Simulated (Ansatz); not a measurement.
# Al2GaP3: the cost of one run

Method: DFT PBE, scalar-relativistic, plane waves, PAW, in Ansatz 0.2.0.

1 further run of the same task is left out (it didn't finish).

## (1) The starting structure

Symmetry: P4/mmm, No. 123, tetragonal system. Conventional cell: a = 3.225 Å, b = 3.225 Å, c = 9.884 Å, α = 90.00°, β = 90.00°, γ = 90.00°. Al (site symmetry 4mm) has 8 P at 2.76 to 2.78 Å in its first shell of neighbours. Around Ga (site symmetry 4/mmm) lie 8 P at 2.90 Å and 4 Ga at 3.22 Å. Around P (site symmetry 4mm) lie 4 Al at 2.76 Å and 4 Ga at 2.90 Å. P (site symmetry 4/mmm) has 8 Al at 2.78 Å in its first shell of neighbours.

As a file:

```
CELL_PARAMETERS angstrom
3.22481 0.00000 0.00000
0.00000 3.22481 0.00000
0.00000 0.00000 9.88414
ATOMIC_POSITIONS crystal
Al 0.00000 0.00000 0.33928
Al 0.00000 0.00000 0.66072
Ga 0.00000 0.00000 0.00000
P 0.50000 0.50000 0.18173
P 0.50000 0.50000 0.50000
P 0.50000 0.50000 0.81827
```

The cell is invented: species swapped into a database cell of Mg3HgAu2 (P4/mmm, No. 123), with P on the Mg sites, Ga on the Hg sites and Al on the Au sites. The dimensions are guesses.

## (2) A first look at the guess

File input.yaml:

```yaml
crystal:
  lattice:
    - [3.22480594, 0.0, 0.0]
    - [0.0, 3.22480594, 0.0]
    - [0.0, 0.0, 9.88413527]
  atoms:
    - { symbol: Al, position: [0.0, 0.0, 0.3392778] }
    - { symbol: Al, position: [0.0, 0.0, 0.6607222] }
    - { symbol: Ga, position: [0.0, 0.0, 0.0] }
    - { symbol: P, position: [0.5, 0.5, 0.1817286] }
    - { symbol: P, position: [0.5, 0.5, 0.5] }
    - { symbol: P, position: [0.5, 0.5, 0.8182714] }
basis:
  ecutwfc: 420
kpoints:
  mp_grid: { grid: [6, 6, 2] }
hamiltonian:
  xc: pbe
scf:
  occupations: { method: gaussian, width: 0.1 }
  lower_state_search: "off"
output:
  forces: true
  stress: true
  eigenvalues: true
```

Started as:

```bash
> ansatz run input.yaml --threads 1 --pin off --max-ram 2560MiB --backend cpu --events-out ev --progress --plain --runs-dir out
```

What time and memory should one allow on 1 thread of Intel Xeon at 2.50GHz (Skylake/Cascade Lake), shared host?

About 7.6 s, with a peak of 0.39 GiB.
